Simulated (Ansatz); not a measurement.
Working through a relaxed scan of one distance of CH4OSn, SMILES [CH3][Sn][OH]

Program: the Ansatz DFT code, driven from Python.

Notebook, run cell by cell (the value of a cell's last expression is shown):

In [1]:
```python
from dataclasses import dataclass
import warnings

import ansatz as az
import numpy as np
```

In [2]:
```python
@dataclass(frozen=True)
class Settings:
    basis: str = "def2-SVP"
    xc: str = "PBE0"
    dispersion: str = "d3bj"
```

In [3]:
```python
cfg = Settings()
```

In [4]:
```python
warnings.simplefilter("ignore", az.DeckWarning)
```

In [5]:
```python
geometry = (
    az.Crystal.molecule()
    .atom("C", [-0.8544, 0.472, -0.2408])
    .atom("Sn", [1.1688, 0.2471, -0.7195])
    .atom("O", [1.834, -1.3235, 0.2481])
    .atom("H", [-1.3946, -0.377, -0.5595])
    .atom("H", [-1.2923, 1.3922, -0.8168])
    .atom("H", [-1.0184, 0.6922, 0.8379])
    .atom("H", [1.6182, -1.171, 1.2049])
)
```

In [6]:
```python
base = geometry.calculation()
base = base.basis(gaussian=cfg.basis)
base = base.functional(cfg.xc, dispersion=cfg.dispersion)
symbols = [site.symbol for site in geometry.cartesian_sites]
pairs = [(0, 1), (0, 3), (0, 4), (0, 5), (1, 2), (2, 6)]
print("held (A)   E (eV)        ", "  ".join(f"{symbols[i]}{i}-{symbols[j]}{j}" for i, j in pairs))
for length in [1.92, 2.09, 2.26, 2.51, 2.82]:
    data = base.relax(constraints=[az.DistanceConstraint((0, 1), at=length)], force_tolerance=0.02, max_steps=60).run(threads=1, backend="cpu").report
    xyz = np.array(data["positions_ang"])
    print(f"{length:6.2f} {data['free_energy_ev']:14.5f}  ", "  ".join(f"{np.linalg.norm(xyz[i] - xyz[j]):.3f}" for i, j in pairs))
```
```text
held (A)   E (eV)         C0-Sn1  C0-H3  C0-H4  C0-H5  Sn1-O2  O2-H6
  1.92    -8974.38245   1.920  1.107  1.102  1.104  2.012  0.966
  2.09    -8974.99285   2.090  1.105  1.102  1.104  2.008  0.966
  2.26    -8975.07903   2.260  1.104  1.101  1.103  2.003  0.966
  2.51    -8974.77022   2.510  1.101  1.099  1.101  1.999  0.965
  2.82    -8974.14736   2.820  1.098  1.097  1.098  1.995  0.965
```

Reading the output:
- The settings weren't tested for convergence.
- The energies are electronic: no zero-point or thermal terms, and the basis set is short of its limit.
- def2 sets replace the cores of elements past krypton by effective core potentials.
- The script silences the warnings on its input, which a real study should read.
- It ran for 2.3 min on 1 thread of Arm Neoverse V2, with other jobs on the host, peak memory 0.22 GiB.
